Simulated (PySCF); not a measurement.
# C4H8OSi: a tour of settings

Aim: see how C4H8OSi (`[SiH3]O[C@]12C[C@H]1C2`) answers to the choice of functional, basis, grid and SCF options, and what happens with inputs that are wrong on purpose.

The runs use PySCF 2.14.0, with density-fitted response routines of our own; the level of theory stands in each step. All values are computed, except where a source is named. Atoms are numbered from 0 throughout.

## Step 1: The molecule as given

14 atoms, charge 0, multiplicity 1; geometry from: GFN2-xTB.

Bonds of the start (Å): Si0–O1 1.63, O1–C2 1.35, C2–C3 1.49, C3–C4 1.51, C4–C5 1.51, C4–C2 1.48, C5–C2 1.49, Si0–H6 1.46, Si0–H7 1.46, Si0–H8 1.45, C3–H9 1.08, C3–H10 1.09, C4–H11 1.07, C5–H12 1.08, C5–H13 1.09.

## Step 2: TDDFT and polarisability: PW91/STO-3G

The job: settings as JSON, then the geometry in Å.

```
{"job": {"kind": "uv", "xc": "PW91", "basis": "STO-3G", "nstates": 12, "ntriplets": 0, "tda": false}, "charge": 0, "multiplicity": 1}
Si     2.351288    -0.385220    -0.423554
O      0.775708    -0.787258    -0.342526
C     -0.309689    -0.087971     0.058219
C     -1.144544    -0.189612     1.293158
C     -1.772886    -0.252626    -0.075197
C     -1.103120     0.985761    -0.611754
H      2.894202    -0.108860     0.907806
H      2.544793     0.797896    -1.264062
H      2.857251    -1.611697    -1.017039
H     -1.080826    -1.111163     1.857210
H     -1.301689     0.691934     1.906579
H     -2.447795    -0.949291    -0.519997
H     -1.004240     1.074922    -1.686289
H     -1.259134     1.932712    -0.104720
```

Method: TDDFT PW91/STO-3G, vertical, gas phase, core orbitals frozen in the response.

On the command line:

```console
$ OMP_NUM_THREADS=1 python probes_run.py task.json out
```

This one command runs all jobs of the session in turn.

The program printed:

```text
coarse grid: 12016 points
cycle   1  E = -515.3869852363  dE =  9.054e-01  |g| = 5.514e-01  |ddm| = 4.848e+00
cycle   2  E = -515.1284354454  dE =  2.585e-01  |g| = 1.171e+00  |ddm| = 2.296e+00
cycle   3  E = -515.4849519258  dE = -3.565e-01  |g| = 1.256e-01  |ddm| = 1.553e+00
cycle   4  E = -515.4889100100  dE = -3.958e-03  |g| = 6.248e-02  |ddm| = 2.600e-01
cycle   5  E = -515.4900716047  dE = -1.162e-03  |g| = 1.764e-02  |ddm| = 9.953e-02
cycle   6  E = -515.4901655008  dE = -9.390e-05  |g| = 2.972e-03  |ddm| = 2.509e-02
cycle   7  E = -515.4901681420  dE = -2.641e-06  |g| = 7.014e-04  |ddm| = 4.710e-03
final grid: 110944 points
cycle   8  E = -515.4341683305  dE = -1.281e-06  |g| = 6.695e-03  |ddm| = 1.882e-02
cycle   9  E = -515.4341482836  dE =  2.005e-05  |g| = 1.053e-02  |ddm| = 2.371e-02
cycle  10  E = -515.4341814443  dE = -3.316e-05  |g| = 1.059e-03  |ddm| = 1.555e-02
cycle  11  E = -515.4341818274  dE = -3.831e-07  |g| = 2.388e-04  |ddm| = 1.845e-03
cycle  12  E = -515.4341818438  dE = -1.642e-08  |g| = 4.483e-05  |ddm| = 3.628e-04
cycle  13  E = -515.4341818446  dE = -7.456e-10  |g| = 6.244e-06  |ddm| = 8.614e-05
converged SCF energy = -515.4341818446

Static polarisability (au): isotropic 34.597, principal 27.610 31.683 44.499

Singlet excitations
state   eV       nm        f      main configurations
  1   8.1999    151.2   0.03523   H-1->L 0.49, H->L 0.47
  2   8.5989    144.2   0.15083   H-1->L 0.43, H->L 0.39, H->L+1 0.12
  3   9.0318    137.3   0.03518   H->L+1 0.83
  4   9.3579    132.5   0.00257   H-1->L+1 0.90
  5   9.6083    129.0   0.00814   H->L+2 0.93
  6  10.0214    123.7   0.01311   H-1->L+2 0.93
  7  10.6383    116.5   0.01404   H->L+3 0.95
  8  11.0283    112.4   0.06055   H-2->L 0.51, H->L+4 0.25, H-2->L+1 0.11
  9  11.1475    111.2   0.12365   H-1->L+3 0.59, H-2->L 0.21
 10  11.2238    110.5   0.01118   H->L+4 0.47, H-2->L+1 0.15, H->L+5 0.12
 11  11.5023    107.8   0.00371   H-1->L+4 0.75, H-2->L+1 0.11, H-1->L+5 0.09
 12  11.6233    106.7   0.03001   H->L+5 0.44, H-3->L 0.21, H-2->L+1 0.11
```

Run time: 3.4 s. Hardware: 1 thread of AMD EPYC 9R45, shared host.

Frontier orbitals and where they lie:

```
orbital     eV                       atoms
 HOMO−3  -6.36   C4 23 %, C3 22 %, C5 19 %
 HOMO−2  -5.39   C4 26 %, O1 24 %, C2 14 %
 HOMO−1  -3.10    O1 65 %, C5 12 %, H7 6 %
   HOMO  -2.73   O1 51 %, C4 18 %, C2 10 %
   LUMO   4.94  C4 31 %, C2 27 %, Si0 15 %
 LUMO+1   5.70  Si0 35 %, O1 26 %, C2 22 %
 LUMO+2   6.73  Si0 45 %, H8 23 %, H6 14 %
```

With each of the 12 states as a Gaussian band of 0.4 eV half-width at 1/e, the curve within the window shown has maxima at 144 nm (ε 7,100), 126 nm (ε 730), 111 nm (ε 8,100) L/(mol cm). Beyond the last state computed it falls off for lack of states. The curve at chosen wavelengths:

```csv
nm,ε (L/mol/cm)
104,896
106,2303
109,6136
111,8103
113,7252
116,3224
118,1497
121,718
123,701
125,726
128,737
130,839
132,1142
135,2147
137,3246
139,4620
142,6532
144,7072
146,6760
149,5142
151,3839
154,2187
156,1396
158,837
161,342
163,172
```

Further results of this job:

```
           property  computed
  dipole moment (D)      1.18
polarisability (Å³)      5.13
 HOMO–LUMO gap (eV)      7.67
      −ε(HOMO) (eV)      2.73
```

## Step 3: Nuclear shieldings: BP86/6-31G

Same as in step 2 but for these lines:

```diff
@@ -1,2 +1,2 @@
-{"job": {"kind": "uv", "xc": "PW91", "basis": "STO-3G", "nstates": 12, "ntriplets": 0, "tda": false}, "charge": 0, "multiplicity": 1}
+{"job": {"kind": "nmr", "xc": "BP86", "basis": "6-31G", "pop": true, "scf": {"conv": 1e-07, "aux": "def2-universal-jkfit"}}, "charge": 0, "multiplicity": 1}
 Si     2.351288    -0.385220    -0.423554
```

Method: GIAO BP86/6-31G NMR shielding, non-relativistic, gas phase.

The program printed:

```text
final grid: 110944 points
cycle   1  E = -521.6365216539  dE =  1.008e+00  |g| = 7.507e-01  |ddm| = 3.719e+00
cycle   2  E = -521.2103792913  dE =  4.261e-01  |g| = 1.610e+00  |ddm| = 2.894e+00
cycle   3  E = -521.7454007488  dE = -5.350e-01  |g| = 2.271e-01  |ddm| = 2.342e+00
cycle   4  E = -521.7565964872  dE = -1.120e-02  |g| = 8.874e-02  |ddm| = 3.755e-01
cycle   5  E = -521.7584440771  dE = -1.848e-03  |g| = 2.866e-02  |ddm| = 1.278e-01
cycle   6  E = -521.7586533570  dE = -2.093e-04  |g| = 7.149e-03  |ddm| = 4.081e-02
cycle   7  E = -521.7586679055  dE = -1.455e-05  |g| = 1.255e-03  |ddm| = 1.146e-02
cycle   8  E = -521.7586680943  dE = -1.887e-07  |g| = 4.273e-04  |ddm| = 2.401e-03
cycle   9  E = -521.7586681921  dE = -9.785e-08  |g| = 9.258e-05  |ddm| = 6.576e-04
converged SCF energy = -521.7586681921

GIAO shielding tensors (ppm)
atom      isotropic    diamagn.    paramagn.     s11        s22        s33       span
  0 Si     427.295     881.040    -453.744    376.901    383.526    521.460    144.559
  1 O      331.378     396.763     -65.385    216.839    380.413    396.881    180.042
  2 C      142.636     235.907     -93.271    109.468    126.042    192.399     82.930
  3 C      163.046     256.540     -93.494    150.889    155.849    182.399     31.509
  4 C      186.948     266.413     -79.465    162.370    198.288    200.186     37.815
  5 C      163.892     256.031     -92.139    152.134    156.775    182.768     30.634
  6 H       27.676      29.129      -1.453     23.382     26.214     33.432     10.050
  7 H       27.757      29.279      -1.522     23.467     26.530     33.273      9.806
  8 H       27.837      30.064      -2.227     23.212     26.158     34.143     10.931
  9 H       31.157      31.752      -0.596     27.113     27.497     38.860     11.748
 10 H       31.824      31.620       0.204     27.112     28.919     39.443     12.331
 11 H       30.890      33.377      -2.488     26.383     28.651     37.634     11.251
 12 H       31.206      31.840      -0.634     27.264     27.571     38.782     11.518
 13 H       31.896      31.573       0.323     27.222     28.901     39.565     12.343
```

Wall time 6 s (1 thread of AMD EPYC 9R45, shared host); peak memory 0.42 GiB.

Shifts follow as δ = σ(reference) − σ, with reference shieldings (ppm) from runs at the same level and on the same kind of geometry: 1H TMS 32.98, 13C TMS 197.0, 29Si TMS 424.4, 17O H2O 316.9. The references are single molecules in the gas phase, so shifts against H2O, NH3, PH3, H3PO4 or CFCl3 are not on the usual liquid scales and can be off by tens of ppm. Atoms listed in one row are averaged.

```
     atoms                               environment  σ (ppm)  δ (ppm)
        C2                three-membered-ring carbon    142.6     54.3
    C3, C5                three-membered-ring carbon    163.5     33.5
        C4                three-membered-ring carbon    186.9     10.0
H6, H7, H8         hydrogen on a silicon bonded to O    27.76     5.22
       H11  hydrogen on a three-membered-ring carbon    30.89     2.09
   H9, H12  hydrogen on a three-membered-ring carbon    31.18     1.79
  H10, H13  hydrogen on a three-membered-ring carbon    31.86     1.11
       Si0                  silicon bonded to O, 3 H    427.3     -2.9
        O1                    oxygen bonded to C, Si    331.4    -14.4
```

The run also stored atomic charges by several schemes (e):

```
 atoms  Mulliken    IAO  Hirshfeld  ESP fit
   Si0      0.71   0.69       0.37     0.59
    O1     -0.68  -0.53      -0.23    -0.53
    C2      0.27   0.17       0.07     0.46
C3, C5     -0.31  -0.31      -0.07    -0.43
    C4     -0.12  -0.16      -0.05    -0.09
```

Mayer bond orders: Si0–O1 0.73, O1–C2 0.92, C2–C3 0.95, C3–C4 0.91, C4–C5 0.91, C4–C2 0.81, C5–C2 0.94.

Ring of atoms C2, C3, C4: NICS(0) -40.1, NICS(1) -7.8, NICS(1)zz -14.9 ppm (means of both faces; NICS(1) differs between them: -10.7 and -4.9).

In rings of three or four atoms NICS is ruled by the nearby σ bonds, so it says little on aromaticity.

Ring of atoms C2, C4, C5: NICS(0) -40.4, NICS(1) -7.9, NICS(1)zz -15.0 ppm (means of both faces; NICS(1) differs between them: -10.6 and -5.1).

In rings of three or four atoms NICS is ruled by the nearby σ bonds, so it says little on aromaticity.

[end of part 1 of 2]
